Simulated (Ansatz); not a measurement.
# NiI: the cost of one run

Program: Ansatz 0.2.0. Level of theory: DFT PBE, scalar-relativistic, plane waves, PAW. These are calculated values, not measurements.

### 1 The system as given

It takes space group Pm-3m (No. 221, cubic). Conventional cell: a = 3.675 Å, b = 3.675 Å, c = 3.675 Å, α = 90.00°, β = 90.00°, γ = 90.00°. Ni (site symmetry m-3m) is surrounded by 8 I at 3.18 Å. I (site symmetry m-3m) has 8 Ni at 3.18 Å as nearest neighbours.

Structure file:

```
CELL_PARAMETERS angstrom
3.67536 0.00000 0.00000
0.00000 3.67536 0.00000
0.00000 0.00000 3.67536
ATOMIC_POSITIONS crystal
Ni 0.00000 0.00000 0.00000
I 0.50000 0.50000 0.50000
```

(A quick probe on a coarse mesh, which set the mesh and smearing, is not shown.)

### 3 Rough relaxation on the coarse mesh

The input, input.yaml:

```yaml
crystal:
  lattice:
    - [3.6753643891, 0.0, 0.0]
    - [0.0, 3.6753643891, 0.0]
    - [0.0, 0.0, 3.6753643891]
  atoms:
    - { symbol: Ni, position: [0.0, 0.0, 0.0], spin: 0.93 }
    - { symbol: I, position: [0.5, 0.5, 0.5], spin: 0.22 }
basis:
  ecutwfc: 420
kpoints:
  mp_grid: { grid: [6, 6, 6] }
hamiltonian:
  xc: pbe
scf:
  occupations: { method: gaussian, width: 0.1 }
  lower_state_search: "off"
output:
  forces: true
  stress: true
  eigenvalues: true
  populations: true
magnetization:
  spin_polarized: true
relax:
  adjacent_minimum: "off"
  f_tol: 0.04
  max_steps: 70
  cell: { stress_tol: 0.4 }
```

Launch:

```
> ansatz run input.yaml --threads 1 --pin off --max-ram 2560MiB --backend cpu --events-out ev --progress --plain --runs-dir out
```

What time and memory should one allow on 1 thread of Intel Xeon 6975P-C (Granite Rapids), shared host?

About 9.9 s, with a peak of 0.39 GiB.
